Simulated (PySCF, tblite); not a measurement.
# C₅H₄F₂O₂: geometry, infrared bands and NMR shifts

Wanted: the infrared bands and NMR shifts of C₅H₄F₂O₂ (`O=CC1=CCC(F)(F)O1`), by calculation.

The runs use tblite 0.8.0 and PySCF 2.14.0, with density-fitted response routines of our own; the level of theory stands in each step. All values are computed, except where a source is named. Atoms are numbered from 0 throughout.

## (1) The starting structure

13 atoms, charge 0, multiplicity 1; geometry from: force field or distance geometry start.

Bonds of the start (Å): O0–C1 1.24, C1–C2 1.47, C2–C3 1.32, C3–C4 1.48, C4–C5 1.53, C5–F6 1.35, C5–F7 1.35, C5–O8 1.44, O8–C2 1.39, C1–H9 1.09, C3–H10 1.09, C4–H11 1.10, C4–H12 1.10.

## (2) Optimising the geometry with GFN2-xTB

The job: settings as JSON, then the geometry in Å.

```
{"job": {"kind": "relax", "xc": "GFN2-xTB", "basis": "xTB"}, "charge": 0, "multiplicity": 1}
O      3.038400     0.108700     0.816600
C      2.247100     0.640500     0.020100
C      0.825600     0.279500    -0.041900
C      0.239200    -0.624300     0.723200
C     -1.196800    -0.720300     0.386200
C     -1.298000     0.317600    -0.735900
F     -1.707500    -0.238300    -1.896000
F     -2.158400     1.306500    -0.409300
O     -0.003900     0.915000    -0.961900
H      2.569800     1.412400    -0.677900
H      0.735100    -1.216500     1.492300
H     -1.460300    -1.722700     0.025300
H     -1.834700    -0.457600     1.241500
```

The run is started by

```bash
$ OMP_NUM_THREADS=1 python probes_run.py task.json out
```

This one command runs all jobs of the session in turn.

The log of the run:

```text
step      E/eV     max force
  0    -824.79917    2.765
  1    -824.86194    3.495
  2    -824.94585    0.532
  3    -824.95558    0.524
  4    -824.96395    0.252
  5    -824.96993    0.231
  6    -824.97282    0.176
  7    -824.97529    0.148
  8    -824.97726    0.134
  9    -824.97902    0.145
 10    -824.98134    0.193
 11    -824.98471    0.198
 12    -824.98848    0.147
 13    -824.99106    0.100
 14    -824.99229    0.101
 15    -824.99312    0.097
 16    -824.99384    0.070
 17    -824.99428    0.050
 18    -824.99452    0.033
 19    -824.99466    0.030
 20    -824.99473    0.023
 21    -824.99477    0.013
 22    -824.99479    0.011
 23    -824.99480    0.009
```

It took 0.39 s on 1 thread of AMD EPYC, shared host; peak memory 0.18 GiB.

Relaxation path:

| step | energy from step 0 (eV) | largest force (eV/Å) |
| --- | --- | --- |
| 0 | 0.0000 | 2.7648 |
| 1 | -0.0628 | 3.4954 |
| 2 | -0.1467 | 0.5322 |
| 3 | -0.1564 | 0.5240 |
| 4 | -0.1648 | 0.2519 |
| 5 | -0.1708 | 0.2306 |
| 6 | -0.1736 | 0.1760 |
| 7 | -0.1761 | 0.1483 |
| 8 | -0.1781 | 0.1345 |
| 9 | -0.1798 | 0.1453 |
| 10 | -0.1822 | 0.1933 |
| 11 | -0.1855 | 0.1983 |
| 12 | -0.1893 | 0.1465 |
| 13 | -0.1919 | 0.0998 |
| 14 | -0.1931 | 0.1013 |
| 15 | -0.1939 | 0.0969 |
| 16 | -0.1947 | 0.0695 |
| 17 | -0.1951 | 0.0497 |
| 18 | -0.1953 | 0.0333 |
| 19 | -0.1955 | 0.0305 |
| 20 | -0.1956 | 0.0228 |
| 21 | -0.1956 | 0.0127 |
| 22 | -0.1956 | 0.0110 |
| 23 | -0.1956 | 0.0093 |

Close pairs (by a distance rule), those that changed most:

| bond | before (Å) | after (Å) | change (Å) |
| --- | --- | --- | --- |
| C5–O8 | 1.443 | 1.372 | -0.071 |
| O0–C1 | 1.242 | 1.202 | -0.041 |
| C3–H10 | 1.090 | 1.071 | -0.019 |
| C2–C3 | 1.321 | 1.339 | +0.018 |
| C3–C4 | 1.478 | 1.491 | +0.013 |
| C1–H9 | 1.090 | 1.103 | +0.013 |
| C4–H12 | 1.099 | 1.091 | -0.008 |
| C4–C5 | 1.532 | 1.539 | +0.007 |

The final coordinates are the input of the step that follows.

## (3) Vibrational analysis with GFN2-xTB

The job: settings as JSON, then the geometry in Å.

```
{"job": {"kind": "ir", "xc": "GFN2-xTB", "basis": "xTB"}, "charge": 0, "multiplicity": 1}
O      3.101263     0.199343     0.741207
C      2.261284     0.653242     0.011714
C      0.857428     0.234929     0.016074
C      0.236333    -0.675976     0.776006
C     -1.203523    -0.729928     0.390772
C     -1.248336     0.327654    -0.726625
F     -1.680705    -0.189276    -1.901785
F     -2.124843     1.323406    -0.452066
O      0.008910     0.852949    -0.889357
H      2.475918     1.435536    -0.735286
H      0.691176    -1.273602     1.539828
H     -1.505729    -1.704982     0.005796
H     -1.873566    -0.452810     1.205993
```

The log of the run:

```text
mode    cm-1     km/mol
  1      66.8      6.17
  2     150.1     10.35
  3     169.8     10.21
  4     185.3      7.45
  5     330.3      3.66
  6     353.5     10.70
  7     439.7      8.50
  8     446.9      0.02
  9     535.0      7.79
 10     546.1      6.00
 11     644.0      4.54
 12     709.9     51.55
 13     754.9      7.15
 14     860.8      3.02
 15     874.5     43.24
 16     924.0      5.35
 17     955.0     55.72
 18    1006.6     51.27
 19    1015.2    108.52
 20    1077.6    230.53
 21    1128.6    144.33
 22    1135.2     54.92
 23    1204.0      1.26
 24    1220.1    167.87
 25    1268.9     73.57
 26    1349.0     72.80
 27    1408.6     36.71
 28    1631.1    199.16
 29    1756.6    210.33
 30    2831.6     59.67
 31    2984.2      0.55
 32    2997.6      0.36
 33    3182.9      2.27
```

Wall time 1 s (1 thread of AMD EPYC, shared host); peak memory 0.18 GiB.

The strongest bands and the atoms that carry them (share of the mass-weighted mode):

| cm⁻¹ | km/mol | atoms |
| --- | --- | --- |
| 1015 | 108.5 | C5 25 %, H12 23 %, H11 23 % |
| 1078 | 230.5 | C5 61 %, O8 18 %, C3 10 % |
| 1129 | 144.3 | C5 38 %, H11 27 %, H12 27 % |
| 1220 | 167.9 | C2 40 %, O8 14 %, H9 13 %, C5 13 % |
| 1269 | 73.6 | C4 35 %, H11 21 %, H12 21 %, C5 10 % |
| 1349 | 72.8 | H9 67 %, C2 12 %, C1 11 % |
| 1631 | 199.2 | C2 52 %, C3 39 % |
| 1757 | 210.3 | C1 56 %, O0 38 % |

## (4) Shielding tensors: PBE0/pcSseg-1

The job, as its differences from that of step 3:

```diff
@@ -1,2 +1,2 @@
-{"job": {"kind": "ir", "xc": "GFN2-xTB", "basis": "xTB"}, "charge": 0, "multiplicity": 1}
+{"job": {"kind": "nmr", "xc": "PBE0", "basis": "pcSseg-1"}, "charge": 0, "multiplicity": 1}
 O      3.101263     0.199343     0.741207
```

Method: GIAO PBE0/pcSseg-1 NMR shielding, non-relativistic, gas phase.

The log of the run:

```text
coarse grid: 12256 points
cycle   1  E = -542.1095646212  dE =  1.808e+00  |g| = 1.123e+00  |ddm| = 3.431e+00
cycle   2  E = -541.5532214044  dE =  5.563e-01  |g| = 2.061e+00  |ddm| = 3.116e+00
cycle   3  E = -542.3223385664  dE = -7.691e-01  |g| = 3.030e-01  |ddm| = 2.550e+00
cycle   4  E = -542.3385945524  dE = -1.626e-02  |g| = 9.630e-02  |ddm| = 3.072e-01
cycle   5  E = -542.3400587864  dE = -1.464e-03  |g| = 2.048e-02  |ddm| = 8.520e-02
cycle   6  E = -542.3401362643  dE = -7.748e-05  |g| = 8.357e-03  |ddm| = 1.997e-02
cycle   7  E = -542.3401499827  dE = -1.372e-05  |g| = 3.454e-03  |ddm| = 8.956e-03
cycle   8  E = -542.3401526436  dE = -2.661e-06  |g| = 8.214e-04  |ddm| = 3.242e-03
final grid: 123152 points
cycle   9  E = -542.4265895092  dE = -1.936e-05  |g| = 1.489e-02  |ddm| = 2.840e-02
cycle  10  E = -542.4264843743  dE =  1.051e-04  |g| = 2.795e-02  |ddm| = 3.211e-02
cycle  11  E = -542.4266293754  dE = -1.450e-04  |g| = 2.713e-03  |ddm| = 2.367e-02
cycle  12  E = -542.4266307301  dE = -1.355e-06  |g| = 3.327e-04  |ddm| = 2.370e-03
cycle  13  E = -542.4266307412  dE = -1.117e-08  |g| = 2.135e-04  |ddm| = 4.196e-04
cycle  14  E = -542.4266307502  dE = -8.997e-09  |g| = 7.428e-05  |ddm| = 2.144e-04
cycle  15  E = -542.4266307514  dE = -1.173e-09  |g| = 1.381e-05  |ddm| = 6.138e-05
cycle  16  E = -542.4266307515  dE = -4.479e-11  |g| = 4.513e-06  |ddm| = 1.489e-05
converged SCF energy = -542.4266307515

GIAO shielding tensors (ppm)
atom      isotropic    diamagn.    paramagn.     s11        s22        s33       span
  0 O     -357.817     397.529    -755.346  -1032.751   -439.387    398.688   1431.440
  1 C       -0.055     242.219    -242.274    -89.366     -7.139     96.340    185.706
  2 C       26.499     259.191    -232.692    -66.999     70.738     75.756    142.755
  3 C       68.503     254.970    -186.468    -17.995     67.364    156.139    174.135
  4 C      141.129     252.590    -111.461    126.551    131.301    165.534     38.984
  5 C       46.363     241.626    -195.263     43.036     44.999     51.054      8.018
  6 F      239.113     471.749    -232.635    168.858    225.764    322.718    153.861
  7 F      239.059     471.759    -232.700    168.847    225.655    322.676    153.829
  8 O      144.358     402.179    -257.821    119.080    151.341    162.652     43.573
  9 H       22.011      26.109      -4.098     19.923     21.372     24.739      4.817
 10 H       25.332      32.690      -7.358     23.414     25.872     26.711      3.298
 11 H       28.286      28.901      -0.614     24.448     27.256     33.156      8.708
 12 H       28.286      28.903      -0.617     24.448     27.255     33.155      8.707
```

It took 53 s on 1 thread of AMD EPYC, shared host; peak memory 0.77 GiB.

The references, computed at this level on geometries of the same kind, shield at (ppm): 1H TMS 31.72, 13C TMS 186.9, 19F CFCl3 170.9, 17O H2O 336.1. Their shielding less the atom's gives the shift. The references are single molecules in the gas phase, so shifts against H2O, NH3, PH3, H3PO4 or CFCl3 are not on the usual liquid scales and can be off by tens of ppm. Atoms listed in one row are averaged.

| atoms | environment | σ (ppm) | δ (ppm) | δ scaled to CDCl3 |
| --- | --- | --- | --- | --- |
| C1 | aldehyde carbonyl carbon | -0.1 | 187.0 | 180.6 |
| C2 | alkene carbon bearing oxygen | 26.5 | 160.4 | 154.7 |
| C5 | fully substituted sp3 carbon bonded to 2 F and O | 46.4 | 140.6 | 135.3 |
| C3 | β carbon of a C=C–C=O unit | 68.5 | 118.4 | 113.7 |
| C4 | allylic sp3 CH2 | 141.1 | 45.8 | 42.8 |
| H9 | hydrogen on an aldehyde carbonyl carbon | 22.01 | 9.71 | 9.26 |
| H10 | hydrogen on a β carbon of a C=C–C=O unit | 25.33 | 6.38 | 6.12 |
| H11, H12 | hydrogen on an allylic sp3 CH2 | 28.29 | 3.43 | 3.34 |
| O0 | aldehyde oxygen | -357.8 | 693.9 | – |
| O8 | ether oxygen | 144.4 | 191.7 | – |
| F6, F7 | fluorine of a CF2 group | 239.1 | -68.1 | – |

The scaled column applies a straight-line fit of computed shieldings to shifts measured in CDCl3, and one for carbons that bear F (root-mean-square error 0.16 ppm for H, 1.9 ppm for C).

Charges from the same density, by scheme (e):

| atoms | Mulliken | IAO | Hirshfeld | ESP fit |
| --- | --- | --- | --- | --- |
| O0 | -0.34 | -0.37 | -0.21 | -0.43 |
| C1 | 0.34 | 0.24 | 0.12 | 0.42 |
| C2 | 0.10 | 0.13 | 0.05 | 0.04 |
| C3 | -0.17 | -0.16 | -0.04 | -0.11 |
| C4 | -0.18 | -0.32 | -0.08 | -0.22 |
| C5 | 0.71 | 0.73 | 0.25 | 0.58 |
| F6, F7 | -0.28 | -0.29 | -0.11 | -0.21 |
| O8 | -0.46 | -0.33 | -0.13 | -0.30 |

Mayer bond orders: O0–C1 2.02, C1–C2 1.00, C2–C3 1.67, C3–C4 1.07, C4–C5 1.03, C5–F6 0.98, C5–F7 0.98, C5–O8 1.01, O8–C2 0.94.

Ring of atoms C2, C3, C4, C5, O8: NICS(0) -4.0, NICS(1) -2.8, NICS(1)zz -2.7 ppm (means of both faces).

## (5) Summary of results

| quantity | value |
| --- | --- |
| strongest single infrared mode (GFN2-xTB) | 1078 cm⁻¹, 231 km/mol |
| zero-point energy (GFN2-xTB) | 51.7 kcal/mol |
| 13C shifts against TMS (PBE0/pcSseg-1) | 187.0, 160.4, 140.6, 118.4, 45.8 ppm |
| 1H shifts against TMS (PBE0/pcSseg-1, means over atoms taken as alike) | 9.71, 6.38, 3.43 ppm |
| 17O shifts against H2O (PBE0/pcSseg-1) | 693.9, 191.7 ppm |
| 19F shifts against CFCl3 (PBE0/pcSseg-1, means over atoms taken as alike) | -68.1 ppm |

In words: Over 23 steps the energy fell by 0.196 eV; of the close pairs, C5–O8 changed most, 1.443 to 1.372 Å. No mode is imaginary among the 33: a minimum at this level. The strongest single mode, at 1078 cm⁻¹, moves mainly C5. Unscaled tight-binding wavenumbers are off by several per cent, some by more. Its intensities can rank the bands wrongly. The most deshielded carbon is C1 (aldehyde carbonyl carbon), at 187.0 ppm: low-lying n→π* states of the double bond to the heteroatom give a large paramagnetic term (-242 ppm). The most deshielded hydrogen is H9 (hydrogen on an aldehyde carbonyl carbon), at 9.71 ppm: the formyl region, downfield of aromatic protons. At PBE0/pcSseg-1: The largest span, 1431 ppm, is at O0, where the paramagnetic term is -755 ppm.
